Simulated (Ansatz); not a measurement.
# C2H5AlO: small, medium and large basis sets

An exercise on one series of results from a longer session: the logs are not shown, and one member is left open.

Program: Ansatz 0.2.0, Gaussian basis. Level of theory: one geometry, several basis sets. These are calculated values, not measurements.

Levels to be run: PBE0-D4/def2-SVP; ωB97M-V/def2-SVP; PBE0-D4/def2-QZVPP; ωB97M-V/def2-QZVPP; the functionals' def2-TZVPP values are taken from earlier runs.

## The relaxed structure

An earlier PBE0-D4 in a triple-zeta def2 set relaxation fixed the geometry.

SMILES `[CH3][Al]1[CH2][O]1`, 9 atoms, charge 0, spin multiplicity 1.

Atoms are counted from 1 here; the program's logs count them from 0.

Bond lengths: C1–Al2 1.934 Å, C1–H5 1.093 Å, C1–H6 1.091 Å, C1–H7 1.094 Å, Al2–C3 1.883 Å, Al2–O4 1.707 Å, C3–O4 1.488 Å, C3–H8 1.091 Å, C3–H9 1.091 Å. Angles: Al2–C1–H5 110.3°, Al2–C1–H6 112.2°, Al2–C1–H7 110.1°, H5–C1–H6 108.5°, H5–C1–H7 107.6°, H6–C1–H7 108.1°, C1–Al2–C3 171.7°, C1–Al2–O4 139.6°, C3–Al2–O4 48.7°, Al2–C3–O4 59.5°, Al2–C3–H8 123.8°, Al2–C3–H9 123.8°, O4–C3–H8 112.4°, O4–C3–H9 112.4°, H8–C3–H9 110.7°, Al2–O4–C3 71.8°.

The first run:

Contents of in.yaml:

```yaml
crystal:
  periodic: [false, false, false]
  atoms:
    - {symbol: C, position_ang: [-0.670851, 1.320193, -1.081511]}
    - {symbol: Al, position_ang: [0.051345, -0.076663, 0.044160]}
    - {symbol: C, position_ang: [0.678725, -1.280205, 1.349332]}
    - {symbol: O, position_ang: [0.789341, -1.609532, -0.097895]}
    - {symbol: H, position_ang: [0.039713, 1.575000, -1.872095]}
    - {symbol: H, position_ang: [-0.900203, 2.225968, -0.517471]}
    - {symbol: H, position_ang: [-1.591178, 0.976783, -1.562074]}
    - {symbol: H, position_ang: [0.038540, -1.980490, 1.887682]}
    - {symbol: H, position_ang: [1.653168, -1.197355, 1.832773]}
basis:
  gaussian: {orbitals: def2-SVP}
hamiltonian: {xc: pbe0, dispersion: d4}
output: {orbitals: {seedname: orbitals}}
```

Launch:

```bash
ansatz run in.yaml --threads 2 --pin off --events-out ev --progress --plain --max-ram 4352MiB
```

Steps of the session up to this table: PBE0-D4 in def2-SVP; ωB97M-V in def2-SVP; PBE0-D4 in def2-QZVPP; ωB97M-V in def2-QZVPP.

One table of the session follows, with a row left open; its other results are not shown here.

It belongs to the step «Density functionals: the series». 

| functional | basis | HOMO (eV) |
| --- | --- | --- |
| PBE0-D4 | def2-SVP | -6.14 |
| PBE0-D4 | def2-TZVPP | -6.21 |
| PBE0-D4 | def2-QZVPP | -6.24 |
| ωB97M-V | def2-SVP | ? |
| ωB97M-V | def2-TZVPP | -8.45 |
| ωB97M-V | def2-QZVPP | -8.48 |

**Question.** Estimate the row for ωB97M-V, def2-SVP.

**Answer.** HOMO (eV): -8.37. In the column «HOMO (eV)» it lies between ωB97M-V, def2-TZVPP (-8.45) and PBE0-D4, def2-QZVPP (-6.24).
